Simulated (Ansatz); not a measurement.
# CH₄GaN: vertical ionisation energy

An exercise on one series of results from a longer session: the logs are not shown, and one member is left open.

Program: Ansatz 0.2.0, Gaussian basis. Level of theory: unrestricted cation, the program's frozen cores in correlated methods. These are calculated values, not measurements.

The runs, in order: UKS PBE-D4/def2-TZVPP; UKS r2SCAN-D4/def2-TZVPP; UKS PBE0-D4/def2-TZVPP; UKS B3LYP-D4/def2-TZVPP; UKS wB97X-V/def2-TZVPP; UKS wB97M-V/def2-TZVPP; UKS B2PLYP/def2-TZVPP; UHF-CCSD(T)/def2-TZVPP; UHF-MP2/def2-QZVPP; extrapolation to the limit; then −ε(HOMO) from the neutral's earlier runs with LDA (SPW92), PBE-D4, revPBE-D4, BLYP-D4, r2SCAN-D4, B97M-V, PBE0-D4, B3LYP-D4, r2SCANh-D4, r2SCAN0-D4, HSE06-D4, BHLYP-D4, CAM-B3LYP-D4, LC-ωPBE, ωB97X-V, ωB97M-V.

## Structure used throughout

The geometry comes from an earlier relaxation with PBE0-D4 in a triple-zeta def2 set; it is a stationary point, not always the lowest conformer.

7 atoms, charge 0, spin multiplicity 1.

Atoms are counted from 1 here; the program's logs count them from 0.

Bond lengths: C1–N2 1.446 Å, C1–H4 1.098 Å, C1–H5 1.098 Å, C1–H7 1.095 Å, N2–Ga3 1.873 Å, N2–H6 1.012 Å. Angles: N2–C1–H4 112.8°, N2–C1–H5 112.8°, N2–C1–H7 110.0°, H4–C1–H5 107.5°, H4–C1–H7 106.7°, H5–C1–H7 106.7°, C1–N2–Ga3 127.1°, C1–N2–H6 112.1°, Ga3–N2–H6 120.8°.

The first run:

The input, in.yaml:

```yaml
crystal:
  periodic: [false, false, false]
  atoms:
    - {symbol: C, position_ang: [-0.145759, 0.098597, -0.645475]}
    - {symbol: N, position_ang: [0.068204, 0.002169, 0.781721]}
    - {symbol: Ga, position_ang: [1.213727, -1.180542, 1.674905]}
    - {symbol: H, position_ang: [-1.185434, -0.101844, -0.934408]}
    - {symbol: H, position_ang: [0.126902, 1.081252, -1.051216]}
    - {symbol: H, position_ang: [-0.489516, 0.671726, 1.296066]}
    - {symbol: H, position_ang: [0.473075, -0.639358, -1.167293]}
basis:
  gaussian: {orbitals: def2-TZVPP}
total_charge: 1
magnetization: {spin_polarized: true, initial_magnetization: 1}
hamiltonian: {xc: pbe, dispersion: d4}
```

Launch:

```sh
$ ansatz run in.yaml --threads 2 --pin off --events-out ev --progress --plain --max-ram 4352MiB
```

Among the steps run: Cation, UKS PBE-D4/def2-TZVPP; Cation, UKS r2SCAN-D4/def2-TZVPP; Cation, UKS PBE0-D4/def2-TZVPP; Cation, UKS B3LYP-D4/def2-TZVPP; Cation, UKS wB97X-V/def2-TZVPP; Cation, UKS wB97M-V/def2-TZVPP; Cation, UKS B2PLYP (frozen core)/def2-TZVPP; Cation, UHF-CCSD(T)/def2-TZVPP; Cation, UHF-MP2/def2-QZVPP.

One of the session's tables, all rows but one given; the rest of the session is left out.

Orbital estimates, from the neutral's runs:

```
  functional  −ε(HOMO) (eV)
 LDA (SPW92)           5.31
      PBE-D4           5.16
   revPBE-D4           5.10
     BLYP-D4              ?
   r2SCAN-D4           5.42
      B97M-V           5.40
     PBE0-D4           6.39
    B3LYP-D4           6.16
  r2SCANh-D4           5.88
  r2SCAN0-D4           6.58
    HSE06-D4           5.99
    BHLYP-D4           7.36
CAM-B3LYP-D4           7.75
     LC-ωPBE           8.92
     ωB97X-V           8.64
     ωB97M-V           8.60
```

Estimate the missing values for BLYP-D4.

Worked estimate for «−ε(HOMO) (eV)». Against the share of exact exchange, B3LYP-D4 (0.2, 6.16), BHLYP-D4 (0.5, 7.36) give a slope of 4.00 per unit share; at 0 the line stands at 5.36.

The run gave: −ε(HOMO) (eV): 5.02. In «−ε(HOMO) (eV)» the line misses by +0.34.
